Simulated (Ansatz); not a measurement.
# CH₉AlSi₂: basis-set convergence

Aim: see how fast density functionals converge with the basis set for CH₉AlSi₂.

Program: Ansatz 0.2.0, Gaussian basis. Level of theory: one geometry, several basis sets. These are calculated values, not measurements.

Levels to be run: PBE0-D4/def2-SVP; ωB97M-V/def2-SVP; PBE0-D4/def2-QZVPP; ωB97M-V/def2-QZVPP; the functionals' def2-TZVPP values are taken from earlier runs.

## Step 1: The relaxed structure

The geometry comes from an earlier relaxation with PBE0-D4 in a triple-zeta def2 set; it is a stationary point, not always the lowest conformer.

SMILES `[CH3][Al]([SiH3])[SiH3]`, 13 atoms, charge 0, spin multiplicity 1.

Atoms are counted from 1 here; the program's logs count them from 0.

Bond lengths: C1–Al2 1.956 Å, C1–H5 1.092 Å, C1–H6 1.096 Å, C1–H7 1.095 Å, Al2–Si3 2.464 Å, Al2–Si4 2.462 Å, Si3–H8 1.491 Å, Si3–H9 1.494 Å, Si3–H10 1.494 Å, Si4–H11 1.492 Å, Si4–H12 1.493 Å, Si4–H13 1.493 Å. Angles: Al2–C1–H5 113.4°, Al2–C1–H6 110.2°, Al2–C1–H7 110.6°, H5–C1–H6 108.0°, H5–C1–H7 108.2°, H6–C1–H7 106.2°, C1–Al2–Si3 118.5°, C1–Al2–Si4 122.5°, Si3–Al2–Si4 119.0°, Al2–Si3–H8 113.6°, Al2–Si3–H9 111.0°, Al2–Si3–H10 111.1°, H8–Si3–H9 107.1°, H8–Si3–H10 107.2°, H9–Si3–H10 106.5°, Al2–Si4–H11 114.1°, Al2–Si4–H12 110.7°, Al2–Si4–H13 110.7° and more.

## Step 2: PBE0-D4 in def2-SVP

Contents of in.yaml:

```yaml
crystal:
  periodic: [false, false, false]
  atoms:
    - {symbol: C, position_ang: [-0.781212, 1.807703, -0.883549]}
    - {symbol: Al, position_ang: [-0.094595, 0.148480, -0.108264]}
    - {symbol: Si, position_ang: [1.646512, 0.295773, 1.629223]}
    - {symbol: Si, position_ang: [-0.909836, -2.069653, -0.798070]}
    - {symbol: H, position_ang: [-1.525818, 1.645220, -1.665536]}
    - {symbol: H, position_ang: [-1.237827, 2.428285, -0.104342]}
    - {symbol: H, position_ang: [0.035987, 2.401020, -1.307845]}
    - {symbol: H, position_ang: [2.093618, -1.031275, 2.140178]}
    - {symbol: H, position_ang: [1.164016, 1.080476, 2.805135]}
    - {symbol: H, position_ang: [2.858821, 1.001330, 1.115723]}
    - {symbol: H, position_ang: [-1.962327, -2.030131, -1.854313]}
    - {symbol: H, position_ang: [-1.479406, -2.807998, 0.368136]}
    - {symbol: H, position_ang: [0.212467, -2.903931, -1.321576]}
basis:
  gaussian: {orbitals: def2-SVP}
hamiltonian: {xc: pbe0, dispersion: d4}
output: {orbitals: {seedname: orbitals}}
```

After this run come: ωB97M-V in def2-SVP; PBE0-D4 in def2-QZVPP; ωB97M-V in def2-QZVPP.

Q: Predict the results of all the runs planned. Wanted: PBE0-D4: double and triple zeta above quadruple; ωB97M-V: double and triple zeta above quadruple.

As calculated:

```
                                       quantity          value
PBE0-D4: double and triple zeta above quadruple  9.85, 0.79 eV
ωB97M-V: double and triple zeta above quadruple  9.98, 0.76 eV
```

**Reading.** PBE0-D4 gains 9.06 eV from double to triple zeta, then 0.79 eV more. These are total energies; as a rule much of such shifts cancels in differences, which this series doesn't test.
